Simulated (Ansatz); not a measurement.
# Li4Al3Ge3ClO12: the cost of one run

Method: DFT, PBE, plane-wave PAW, default files, scalar-relativistic, as far as a step names no other, in Ansatz 0.2.0.

**1. The system as given**

It takes space group P-43n (No. 218, cubic). The conventional cell has a = 8.718 Å, b = 8.718 Å, c = 8.718 Å, α = 90.00°, β = 90.00°, γ = 90.00°. Li (site symmetry 3) has 3 O at 2.04 Å and 1 Cl at 2.61 Å as nearest neighbours. Al (site symmetry -4) is surrounded by 4 O at 1.77 Å. Ge (site symmetry -4) has 4 O at 1.77 Å as nearest neighbours. Cl (site symmetry 23) has 4 Li at 2.61 Å as nearest neighbours. Around O (site symmetry 1) lie 1 Ge at 1.77 Å and 1 Al at 1.77 Å and 1 Li at 2.04 Å.

Structure file:

```xyz
46
Lattice="8.7180 0.0000 0.0000 0.0000 8.7180 0.0000 0.0000 0.0000 8.7180" Properties=species:S:1:pos:R:3 pbc="T T T"
Li    7.2093    7.2093    1.5087
Li    7.2093    1.5087    7.2093
Li    2.8503    5.8677    2.8503
Li    1.5087    1.5087    1.5087
Li    5.8677    5.8677    5.8677
Li    2.8503    2.8503    5.8677
Li    5.8677    2.8503    2.8503
Li    1.5087    7.2093    7.2093
Al    0.0000    6.5385    4.3590
Al    2.1795    4.3590    0.0000
Al    4.3590    0.0000    6.5385
Al    4.3590    0.0000    2.1795
Al    0.0000    2.1795    4.3590
Al    6.5385    4.3590    0.0000
Ge    0.0000    4.3590    2.1795
Ge    4.3590    6.5385    0.0000
Ge    4.3590    2.1795    0.0000
Ge    0.0000    4.3590    6.5385
Ge    6.5385    0.0000    4.3590
Ge    2.1795    0.0000    4.3590
Cl    0.0000    0.0000    0.0000
Cl    4.3590    4.3590    4.3590
O     3.5036    7.5158    7.5173
O     5.5597    3.1568    0.8554
O     1.2007    5.2145    7.5158
O     5.5613    7.8626    5.5597
O     7.8626    3.1583    3.1568
O     1.2022    7.5173    5.2145
O     1.2007    3.5036    1.2022
O     3.1583    5.5613    0.8554
O     3.1568    7.8626    3.1583
O     7.5173    5.2145    1.2022
O     3.1583    3.1568    7.8626
O     7.5158    1.2007    5.2145
O     5.2145    1.2022    7.5173
O     3.5036    1.2022    1.2007
O     7.5173    3.5036    7.5158
O     5.2145    7.5158    1.2007
O     1.2022    1.2007    3.5036
O     5.5613    0.8554    3.1583
O     7.5158    7.5173    3.5036
O     3.1568    0.8554    5.5597
O     5.5597    5.5613    7.8626
O     7.8626    5.5597    5.5613
O     0.8554    3.1583    5.5613
O     0.8554    5.5597    3.1568
```

**2. Single point at the given positions**

Contents of input.yaml:

```yaml
crystal:
  lattice:
    - [8.71804, 0.0, 0.0]
    - [0.0, 8.71804, 0.0]
    - [0.0, 0.0, 8.71804]
  atoms:
    - { symbol: Li, position: [0.826943, 0.826943, 0.173057] }
    - { symbol: Li, position: [0.826943, 0.173057, 0.826943] }
    - { symbol: Li, position: [0.326943, 0.673057, 0.326943] }
    - { symbol: Li, position: [0.173057, 0.173057, 0.173057] }
    - { symbol: Li, position: [0.673057, 0.673057, 0.673057] }
    - { symbol: Li, position: [0.326943, 0.326943, 0.673057] }
    - { symbol: Li, position: [0.673057, 0.326943, 0.326943] }
    - { symbol: Li, position: [0.173057, 0.826943, 0.826943] }
    - { symbol: Al, position: [0.0, 0.75, 0.5] }
    - { symbol: Al, position: [0.25, 0.5, 0.0] }
    - { symbol: Al, position: [0.5, 0.0, 0.75] }
    - { symbol: Al, position: [0.5, 0.0, 0.25] }
    - { symbol: Al, position: [0.0, 0.25, 0.5] }
    - { symbol: Al, position: [0.75, 0.5, 0.0] }
    - { symbol: Ge, position: [0.0, 0.5, 0.25] }
    - { symbol: Ge, position: [0.5, 0.75, 0.0] }
    - { symbol: Ge, position: [0.5, 0.25, 0.0] }
    - { symbol: Ge, position: [0.0, 0.5, 0.75] }
    - { symbol: Ge, position: [0.75, 0.0, 0.5] }
    - { symbol: Ge, position: [0.25, 0.0, 0.5] }
    - { symbol: Cl, position: [0.0, 0.0, 0.0] }
    - { symbol: Cl, position: [0.5, 0.5, 0.5] }
    - { symbol: O, position: [0.401877, 0.862098, 0.862275] }
    - { symbol: O, position: [0.637725, 0.362098, 0.098123] }
    - { symbol: O, position: [0.137725, 0.598123, 0.862098] }
    - { symbol: O, position: [0.637902, 0.901877, 0.637725] }
    - { symbol: O, position: [0.901877, 0.362275, 0.362098] }
    - { symbol: O, position: [0.137902, 0.862275, 0.598123] }
    - { symbol: O, position: [0.137725, 0.401877, 0.137902] }
    - { symbol: O, position: [0.362275, 0.637902, 0.098123] }
    - { symbol: O, position: [0.362098, 0.901877, 0.362275] }
    - { symbol: O, position: [0.862275, 0.598123, 0.137902] }
    - { symbol: O, position: [0.362275, 0.362098, 0.901877] }
    - { symbol: O, position: [0.862098, 0.137725, 0.598123] }
    - { symbol: O, position: [0.598123, 0.137902, 0.862275] }
    - { symbol: O, position: [0.401877, 0.137902, 0.137725] }
    - { symbol: O, position: [0.862275, 0.401877, 0.862098] }
    - { symbol: O, position: [0.598123, 0.862098, 0.137725] }
    - { symbol: O, position: [0.137902, 0.137725, 0.401877] }
    - { symbol: O, position: [0.637902, 0.098123, 0.362275] }
    - { symbol: O, position: [0.862098, 0.862275, 0.401877] }
    - { symbol: O, position: [0.362098, 0.098123, 0.637725] }
    - { symbol: O, position: [0.637725, 0.637902, 0.901877] }
    - { symbol: O, position: [0.901877, 0.637725, 0.637902] }
    - { symbol: O, position: [0.098123, 0.362275, 0.637902] }
    - { symbol: O, position: [0.098123, 0.637725, 0.362098] }
kpoints:
  mp_grid: { grid: [3, 3, 3] }
scf:
  occupations: { method: fermi_dirac, width: 0.02 }
hamiltonian:
  xc: pbe
  pseudopotentials: { kind: paw }
output:
  forces: true
  stress: true
  populations: true
  efg:
    quadrupole_moments_barn: { Li: -0.0401, Al: 0.1466, Ge: -0.196, Cl: -0.08112, O: -0.02558 }
    contact_densities: true
```

Command:

```
ansatz run input.yaml --threads 1 --pin off --max-ram 2560MiB --backend cpu --events-out ev --progress --plain --runs-dir out
```

**Question.** How long does this run take on 1 thread of Arm Neoverse V2, shared host, and how much memory does it need?

About 85 s, with a peak of 1.2 GiB.
